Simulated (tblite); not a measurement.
# C7H13FOSi: the cost of one run

The runs use tblite 0.8.0 and PySCF 2.14.0, with density-fitted response routines of our own; the level of theory stands in each step. All values are computed, except where a source is named. Atoms count from 0, in the outputs and in this text.

### 1 The molecule as given

23 atoms, charge 0, multiplicity 1; geometry from: force field or distance geometry start.

Bonds of the start (Å): C0–C1 1.34, C1–C2 1.52, C1–C3 1.45, C3–C4 1.34, C4–C5 1.53, C5–C6 1.53, C6–F7 1.36, C4–Si8 1.88, Si8–O9 1.66, C0–H10 1.08, C0–H11 1.08, C2–H12 1.10, C2–H13 1.09, C2–H14 1.10, C3–H15 1.11, C5–H16 1.09, C5–H17 1.10, C6–H18 1.09, C6–H19 1.09, Si8–H20 1.48, Si8–H21 1.48, O9–H22 0.97.

### 2 Relaxing the molecule with GFN2-xTB

Job settings and geometry (Å):

```
{"job": {"kind": "relax", "xc": "GFN2-xTB", "basis": "xTB"}, "charge": 0, "multiplicity": 1}
C      2.342000    -0.820500    -0.468500
C      1.540900    -0.894800     0.605600
C      1.665600    -2.024600     1.611700
C      0.564700     0.131100     0.923800
C     -0.539000     0.429500     0.223000
C     -0.988900    -0.296800    -1.046800
C     -0.700200     0.474500    -2.337400
F     -1.516900     1.560700    -2.407600
Si    -1.698800     1.774700     0.837100
O     -2.895400     2.123500    -0.262100
H      3.074100    -1.580300    -0.684800
H      2.271100     0.016100    -1.153700
H      1.913400    -1.634700     2.609900
H      2.429800    -2.746700     1.318300
H      0.702900    -2.551800     1.686900
H      0.773100     0.646900     1.880600
H     -2.055800    -0.515900    -0.979800
H     -0.492300    -1.278700    -1.111300
H      0.331500     0.828400    -2.384500
H     -0.900900    -0.155100    -3.199200
H     -0.921600     3.013600     1.092100
H     -2.327800     1.333500     2.103700
H     -2.576400     2.194100    -1.176900
```

Command:

```console
$ OMP_NUM_THREADS=1 python probes_run.py task.json out
```

This one command runs all jobs of the session in turn.

Q: Estimate the wall time of this first job on 1 thread of Arm Neoverse V1, shared host.

About 1.1 s.
